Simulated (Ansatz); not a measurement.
# CuI2: the cost of one run

Method: DFT PBEsol+U (U_eff = 4 eV on Cu d), plane waves, PAW, in Ansatz 0.2.0.

3 further runs of the same task are left out: 3 that didn't finish. Runs told in other sessions of the task aren't counted.

### Step 1. The structure to begin with

Symmetry: R-3m, No. 166, trigonal system. Conventional cell: a = 4.305 Å, b = 4.305 Å, c = 19.523 Å, α = 90.00°, β = 90.00°, γ = 120.00°. Around Cu (site symmetry -3m) lie 6 I at 2.95 Å. I (site symmetry 3m) has 3 Cu at 2.95 Å in its first shell of neighbours.

Structure file:

```cif
data_structure
_symmetry_space_group_name_H-M 'R-3m:H'
_symmetry_Int_Tables_number 166
_cell_length_a 4.3050
_cell_length_b 4.3050
_cell_length_c 19.5233
_cell_angle_alpha 90.000
_cell_angle_beta 90.000
_cell_angle_gamma 120.000
_cell_volume 313.35
loop_
_atom_site_label
_atom_site_type_symbol
_atom_site_symmetry_multiplicity
_atom_site_Wyckoff_symbol
_atom_site_fract_x
_atom_site_fract_y
_atom_site_fract_z
_atom_site_occupancy
Cu1 Cu 3 a 0.00000 0.00000 0.00000 1
I1 I 6 c 0.00000 0.00000 0.25200 1
```

An earlier series on this cell reached its lowest free state from «antiferromagnetic start, free», perhaps among other starts.

### Step 2. Ferromagnetic start, free, default search

Contents of input.yaml:

```yaml
crystal:
  lattice:
    - [2.15248286, -1.24273656, 13.01553274]
    - [-2.15248286, -1.24273656, 13.01553274]
    - [0.0, -4.97094624, 13.01553274]
  atoms:
    - { symbol: Cu, position: [0.0, 0.0, 0.0], spin: 1.0 }
    - { symbol: I, position: [0.252, 0.252, 0.874] }
    - { symbol: I, position: [0.748, 0.748, 0.626] }
    - { symbol: Cu, position: [0.0, 0.0, 0.5], spin: 1.0 }
    - { symbol: I, position: [0.252, 0.252, 0.374] }
    - { symbol: I, position: [0.748, 0.748, 0.126] }
basis:
  ecutwfc: 420
  ecutrho_ratio: 4
kpoints:
  mp_grid: { grid: [5, 5, 5] }
hamiltonian:
  xc: pbesol
  hubbard:
    sites: [{ site: 0, l: d, u_eff: 4.0 }, { site: 3, l: d, u_eff: 4.0 }]
scf:
  occupations: { method: gaussian, width: 0.05 }
output:
  forces: true
  stress: true
  eigenvalues: true
  populations: true
  hubbard: { sites: [{ site: 0, l: d }, { site: 3, l: d }] }
magnetization:
  spin_polarized: true
```

Started as:

```console
ansatz run input.yaml --threads 4 --pin off --max-ram 6144MiB --backend cpu --events-out ev --progress --plain --runs-dir out
```

What time and memory should one allow on 4 threads of Arm Neoverse V2, shared host?

About 46 s, with a peak of 1.1 GiB.
